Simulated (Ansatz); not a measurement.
# CsGdS2: the cost of one run

Computed with Ansatz 0.2.0 (DFT PBEsol+U (U_eff = 1 eV on Gd f), plane waves, PAW, no spin–orbit coupling unless a run says so, unless a step's input says otherwise).

1 further run of the same task is left out (it didn't finish).

## 1. The system as given

Symmetry: R-3m, No. 166, trigonal system. Conventional cell: a = 4.214 Å, b = 4.214 Å, c = 22.948 Å, α = 90.00°, β = 90.00°, γ = 120.00°. Cs (site symmetry -3m) is surrounded by 6 S at 3.35 Å. Around Gd (site symmetry -3m) lie 6 S at 2.87 Å. Around S (site symmetry 3m) lie 3 Gd at 2.87 Å and 3 Cs at 3.35 Å.

As a file:

```xyz
4
Lattice="2.1071 1.2165 7.6494 -2.1071 1.2165 7.6494 0.0000 -2.4330 7.6494" Properties=species:S:1:pos:R:3 pbc="T T T"
Cs    0.0000    0.0000   11.4741
Gd    0.0000    0.0000    0.0000
S     0.0000    0.0000    6.1203
S     0.0000    0.0000   16.8279
```

## 2. Ferromagnetic start, free, symmetry kept, no search

Input file input.yaml:

```yaml
crystal:
  lattice:
    - [2.10705381, 1.21650809, 7.64940939]
    - [-2.10705381, 1.21650809, 7.64940939]
    - [0.0, -2.43301617, 7.64940939]
  atoms:
    - { symbol: Cs, position: [0.5, 0.5, 0.5] }
    - { symbol: Gd, position: [0.0, 0.0, 0.0], spin: 7.0 }
    - { symbol: S, position: [0.2667, 0.2667, 0.2667] }
    - { symbol: S, position: [0.7333, 0.7333, 0.7333] }
basis:
  ecutwfc: 420
  ecutrho_ratio: 4
kpoints:
  mp_grid: { grid: [5, 5, 5] }
hamiltonian:
  xc: pbesol
  hubbard: { sites: [{ site: 1, l: f, u_eff: 1.0 }] }
scf:
  occupations: { method: gaussian, width: 0.05 }
  lower_state_search: "off"
  max_iter: 150
output:
  forces: true
  stress: true
  eigenvalues: true
  populations: true
  hubbard: { sites: [{ site: 1, l: f }] }
magnetization:
  spin_polarized: true
```

Command:

```sh
$ ansatz run input.yaml --threads 4 --pin off --max-ram 6144MiB --backend cpu --events-out ev --progress --plain --runs-dir out
```

What time and memory should one allow on 4 threads of Arm Neoverse V1, shared host?

About 4.3 s, with a peak of 0.59 GiB.
